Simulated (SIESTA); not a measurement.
# Os in SIESTA: the effect of dispersion

The system is Os, a slab with vacuum.

```
CELL_PARAMETERS angstrom
2.73410 0.00000 0.00000
-1.36705 2.36780 0.00000
0.00000 0.00000 27.95910
ATOMIC_POSITIONS crystal
Os 0.66667 0.33333 0.26825
Os 0.33333 0.66667 0.34550
Os 0.66667 0.33333 0.42275
Os 0.33333 0.66667 0.50000
Os 0.66667 0.33333 0.57725
Os 0.33333 0.66667 0.65450
Os 0.66667 0.33333 0.73175
```

The slab is cut from a database's or a generator's crystal, which needn't be the stable form of the element.

Alike in all runs:

- Program: SIESTA 5.4.2
- Task: single point
- Functional: PBE
- Potentials or basis: PseudoDojo 0.4 standard (PBE files)
- Basis: DZP (energy shift 0.003 Ry; two zetas on semicore shells)
- Grid cutoff: 800 Ry
- Energy shift: 0.003 Ry
- k mesh: 11 × 11 × 1
- Occupations: fermi-dirac, width 0.05 eV
- Spin: no spin polarisation

```csv
dispersion,largest force (eV/Å)
none,?
D3,0.54
D3(BJ),0.57
D4,0.57
```

**Question.** What does the run with dispersion none give?

**Answer.** Largest force 0.67 eV/Å.
